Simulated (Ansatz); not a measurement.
# HBrO (triplet): the correlation ladder at distance Br1–H2 along a hydrogen transfer = 1.321 Å, cc-pVDZ

Aim: climb from Hartree-Fock through coupled cluster and multireference methods for HBrO (triplet) at one geometry and basis, and see what each rung misses.

The runs use Ansatz 0.2.0, Gaussian basis; cc-pVDZ, core rule «outside noble gas», up to 15 orbitals frozen.

The runs, in order: UHF; CCSD(T) on ROHF; CCSD(T) on UHF; BCCD(T) on ROHF; CISD; CCSDT(Q) on ROHF; CCSDT(Q) on UHF; CASSCF and MRCISD+Q, 4 electrons in 4 orbitals; CASSCF and NEVPT2, 4 electrons in 4 orbitals; CASSCF and MRCISD+Q, 14 electrons in 9 orbitals; CASSCF and NEVPT2, 14 electrons in 9 orbitals.

4 further runs of the same task are left out: 4 that didn't finish.

### Step 1. The geometry

The geometry derives from fragments relaxed apart (PBE0/def2-TZVP) and kept rigid, so it is no stationary point. A hydrogen atom is moved between rigid fragments. No spin-orbit coupling is included. The filled d shell of Br may be among the frozen orbitals whatever the setting's name suggests; the logs give the count.

3 atoms, charge 0, spin multiplicity 3.

Atoms are counted from 1 here; the program's logs count them from 0.

Bond lengths: Br1–H2 1.321 Å.

### Step 2. UHF

Contents of in.yaml:

```yaml
crystal:
  periodic: [false, false, false]
  atoms:
    - {symbol: Br, position_ang: [0.000000, 0.000000, -1.474667]}
    - {symbol: H, position_ang: [0.000000, 0.000000, -0.153667]}
    - {symbol: O, position_ang: [0.000000, 0.000000, 1.628333]}
basis:
  gaussian: {orbitals: cc-pVDZ}
magnetization: {spin_polarized: true, initial_magnetization: 2}
hamiltonian: {xc: hf}
output: {orbitals: {seedname: orbitals}}
```

On the command line:

```
> ansatz run in.yaml --threads 1 --pin off --events-out ev --progress --plain --max-ram 2393MiB
```

Further steps of the session: CCSD(T) on ROHF; CCSD(T) on UHF; BCCD(T) on ROHF; CISD; CCSDT(Q) on ROHF; CCSDT(Q) on UHF; CASSCF and MRCISD+Q, 4 electrons in 4 orbitals; CASSCF and NEVPT2, 4 electrons in 4 orbitals; CASSCF and MRCISD+Q, 14 electrons in 9 orbitals; CASSCF and NEVPT2, 14 electrons in 9 orbitals.

**Question.** What will the summary of the whole plan be? Wanted: UCCSDT(Q) below the RHF energy; RMP2 from UCCSDT(Q); UMP2 from UCCSDT(Q); RCCSD from UCCSDT(Q); RCCSD(T) from UCCSDT(Q); UCCSD(T) from UCCSDT(Q); RCCSDT(Q) from UCCSDT(Q); MRCISD+Q pair from UCCSDT(Q); NEVPT2 valence from UCCSDT(Q).

The runs gave:

| quantity | value |
| --- | --- |
| UCCSDT(Q) below the RHF energy | -7.3096 eV |
| RMP2 from UCCSDT(Q) | +912.8 meV |
| UMP2 from UCCSDT(Q) | +906.2 meV |
| RCCSD from UCCSDT(Q) | +104.7 meV |
| RCCSD(T) from UCCSDT(Q) | +19.7 meV |
| UCCSD(T) from UCCSDT(Q) | +18.1 meV |
| RCCSDT(Q) from UCCSDT(Q) | +1.5 meV |
| MRCISD+Q pair from UCCSDT(Q) | +8.7 meV |
| NEVPT2 valence from UCCSDT(Q) | +1444.8 meV |
| MRCISD+Q valence from UCCSDT(Q) | +18.2 meV |
| levels within 1 kcal/mol (43 meV) | RCCSD(T), UCCSD(T), BCCD(T), RCCSDT, UCCSDT, RCCSDT(Q), MRCISD+Q pair, MRCISD+Q valence |
| T1 diagnostic | 0.011 |
| effectively unpaired electrons | 2.00 |

What this shows: RCCSD(T) lands +19.7 meV from the yardstick (0.3 % of the correlation energy). One determinant dominates. Of the multireference levels listed MRCISD+Q pair comes nearest in total energy (+8.7 meV), which doesn't show that its space is the better one. These misses are within one basis, not against nature; the frozen cores of restricted and unrestricted runs differ, which can shift their rows.
